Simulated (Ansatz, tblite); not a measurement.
# The cluster TePb3Cl4: rung by rung

Aim: run the singlet of the cluster TePb3Cl4 at one geometry on many levels, and compare frontier levels, spin and run time.

Computed with Ansatz 0.2.0, Gaussian basis. Level: as each input shows.

Levels to be run: GFN1-xTB, GFN2-xTB, PBE-D4/def2-TZVP, r2SCAN-D4/def2-TZVP, ωB97M-V/def2-TZVP, B97M-V/def2-TZVP, HF/def2-TZVP, PBE-D4/def2-SVP, PBE0-D4/def2-SVP, PBE0-D4/def2-TZVPD, PBE-D4/def2-TZVPD, ωB97M-V/def2-TZVPD, MP2/def2-SVP, RPA/def2-SVP.

7 further runs of the same task are left out: 4 that didn't finish, 3 set aside as unsound or not needed.

### Step 1. The geometry

The singlet was relaxed beforehand with r2SCAN-D4/def2-SVP. At that level it is the lowest of the isomers that a small search found.

8 atoms, charge 0, spin multiplicity 1.

Bond lengths: Pb1–Te4 3.020 Å, Pb1–Cl6 2.815 Å, Pb1–Cl7 2.814 Å, Pb1–Cl8 2.865 Å, Pb2–Te4 3.020 Å, Pb2–Cl5 2.814 Å, Pb2–Cl7 2.815 Å, Pb2–Cl8 2.865 Å, Pb3–Te4 3.020 Å, Pb3–Cl5 2.815 Å, Pb3–Cl6 2.814 Å, Pb3–Cl8 2.865 Å. Angles: Te4–Pb1–Cl6 84.0°, Te4–Pb1–Cl7 84.0°, Te4–Pb1–Cl8 82.3°, Cl6–Pb1–Cl7 151.8°, Cl6–Pb1–Cl8 76.6°, Cl7–Pb1–Cl8 76.6°, Te4–Pb2–Cl5 84.0°, Te4–Pb2–Cl7 84.0°, Te4–Pb2–Cl8 82.3°, Cl5–Pb2–Cl7 151.8°, Cl5–Pb2–Cl8 76.6°, Cl7–Pb2–Cl8 76.6°, Te4–Pb3–Cl5 84.0°, Te4–Pb3–Cl6 84.0°, Te4–Pb3–Cl8 82.3°, Cl5–Pb3–Cl6 151.8°, Cl5–Pb3–Cl8 76.6°, Cl6–Pb3–Cl8 76.6° and more.

Pb, Te take a core potential in the def2 sets. No spin-orbit coupling is included.

PBE0-D4/def2-TZVP was run before; its log isn't repeated, and its numbers join the tables.

### Step 2. GFN1-xTB

Tight binding, by tblite at 300 K electronic temperature and without a spin-polarisation term:

```python
tblite.interface.Calculator('GFN1-xTB', numbers, positions, charge=0, uhf=0).singlepoint()
```

Energy -709.9378 eV, HOMO -10.73 eV, LUMO -6.76 eV; 0.016 s.

### Step 3. GFN2-xTB

Tight binding, by tblite at 300 K electronic temperature and without a spin-polarisation term:

```python
tblite.interface.Calculator('GFN2-xTB', numbers, positions, charge=0, uhf=0).singlepoint()
```

Energy -777.8024 eV, HOMO -10.85 eV, LUMO -6.60 eV; 0.017 s.

### Step 4. PBE-D4/def2-TZVP

start.molden holds the orbitals of an earlier run on this state, given as this run's starting guess.

Contents of in.yaml:

```yaml
crystal:
  periodic: [false, false, false]
  atoms:
    - {symbol: Pb, position_ang: [0.178186, 0.139082, 2.201837]}
    - {symbol: Pb, position_ang: [1.406122, 1.116963, -1.293930]}
    - {symbol: Pb, position_ang: [-1.698298, -1.095064, -0.902915]}
    - {symbol: Te, position_ang: [-1.226113, 1.730306, 0.053321]}
    - {symbol: Cl, position_ang: [-0.198537, -0.274812, -3.139187]}
    - {symbol: Cl, position_ang: [-1.948977, -1.668368, 1.840259]}
    - {symbol: Cl, position_ang: [2.473909, 1.482567, 1.284528]}
    - {symbol: Cl, position_ang: [1.013697, -1.430675, -0.043902]}
basis:
  gaussian: {orbitals: def2-TZVP, initial_orbitals: start.molden}
hamiltonian: {xc: pbe, dispersion: d4}
scf: {omitted_lower_state_checks: [starts]}
output: {forces: true, orbitals: {seedname: orbitals}}
```

On the command line:

```
$ ansatz run in.yaml --threads 4 --pin off --events-out ev --progress --plain --max-ram 8704MiB
```

Further steps of the session: r2SCAN-D4/def2-TZVP; ωB97M-V/def2-TZVP; B97M-V/def2-TZVP; HF/def2-TZVP; PBE-D4/def2-SVP; PBE0-D4/def2-SVP; PBE0-D4/def2-TZVPD; PBE-D4/def2-TZVPD; ωB97M-V/def2-TZVPD; MP2/def2-SVP; RPA/def2-SVP.

Before running them: what should the planned runs give, taken together? Wanted: gap in def2-TZVP, named functionals and Hartree-Fock, smallest and largest; correlation energy, MP2/def2-SVP; binding an atom, functionals in def2-TZVP; PBE0 total energy, smallest basis above largest.

As calculated:

| quantity | value |
| --- | --- |
| gap in def2-TZVP, named functionals and Hartree-Fock, smallest and largest | 3.13 eV (PBE-D4), 9.23 eV (HF) |
| correlation energy, MP2/def2-SVP | -25.09 eV |
| binding an atom, functionals in def2-TZVP | 2.82 (ωB97M-V) to 3.02 eV (PBE-D4) |
| PBE0 total energy, smallest basis above largest | 17.81 eV (def2-SVP, def2-TZVPD) |

Orbital gaps of the named functionals and Hartree-Fock in def2-TZVP span 3.13 eV (PBE-D4) to 9.23 eV (HF); exact exchange widens it.
